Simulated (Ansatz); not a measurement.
# LiMgF3: the cost of one run

Program: Ansatz 0.2.0. Level of theory: DFT PBEsol, scalar-relativistic, plane waves, PAW. These are calculated values, not measurements.

3 further runs of the same task are left out: 3 set aside as unsound or not needed.

## Step 1: Starting point

It takes space group Pm-3m (No. 221, cubic). Conventional cell: a = 3.581 Å, b = 3.581 Å, c = 3.581 Å, α = 90.00°, β = 90.00°, γ = 90.00°. Li (site symmetry m-3m) has 6 F at 1.79 Å as nearest neighbours. Around Mg (site symmetry m-3m) lie 12 F at 2.53 Å. F (site symmetry 4/mmm) has 2 Li at 1.79 Å and 4 Mg at 2.53 Å as nearest neighbours.

Coordinates:

```cif
data_structure
_symmetry_space_group_name_H-M 'P 1'
_symmetry_Int_Tables_number 1
_cell_length_a 3.5810
_cell_length_b 3.5810
_cell_length_c 3.5810
_cell_angle_alpha 90.000
_cell_angle_beta 90.000
_cell_angle_gamma 90.000
_cell_volume 45.92
loop_
_atom_site_label
_atom_site_type_symbol
_atom_site_fract_x
_atom_site_fract_y
_atom_site_fract_z
_atom_site_occupancy
Li1 Li 0.50000 0.50000 0.50000 1
Mg1 Mg 0.00000 0.00000 0.00000 1
F1 F 0.00000 0.50000 0.50000 1
F2 F 0.50000 0.50000 0.00000 1
F3 F 0.50000 0.00000 0.50000 1
```

The cell was made up by rule, so the compound may not exist in this form.

This cell was relaxed beforehand with the same method: volume 9.18 Å³/atom, gap on the mesh 3.74 eV.

It is a trial structure (swap of Ba by Mg in BaLiF3), so another structure or a mixture of phases may lie lower.

## Step 2: Phonons at Γ, at rest

Input file input.yaml:

```yaml
crystal:
  lattice:
    - [3.5809827176, 0.0, 0.0]
    - [0.0, 3.5809827176, 0.0]
    - [0.0, 0.0, 3.5809827176]
  atoms:
    - { symbol: Li, position: [0.5, 0.5, 0.5] }
    - { symbol: Mg, position: [0.0, 0.0, 0.0] }
    - { symbol: F, position: [0.0, 0.5, 0.5] }
    - { symbol: F, position: [0.5, 0.5, 0.0] }
    - { symbol: F, position: [0.5, 0.0, 0.5] }
basis:
  ecutwfc: 420
kpoints:
  mp_grid: { grid: [6, 6, 6] }
hamiltonian:
  xc: pbesol
scf:
  occupations: { method: fixed }
output:
  eigenvalues: true
phonons:
  method: dfpt
  dielectric: true
  rigid_motions: translations
  eigenvectors: true
```

On the command line:

```bash
$ ansatz run input.yaml --threads 1 --pin off --max-ram 3072MiB --backend cpu --events-out ev --progress --plain --runs-dir out
```

**Question.** How long does this run take on 1 thread of Arm Neoverse V1, shared host, and how much memory does it need?

About 59 s, with a peak of 0.6 GiB.
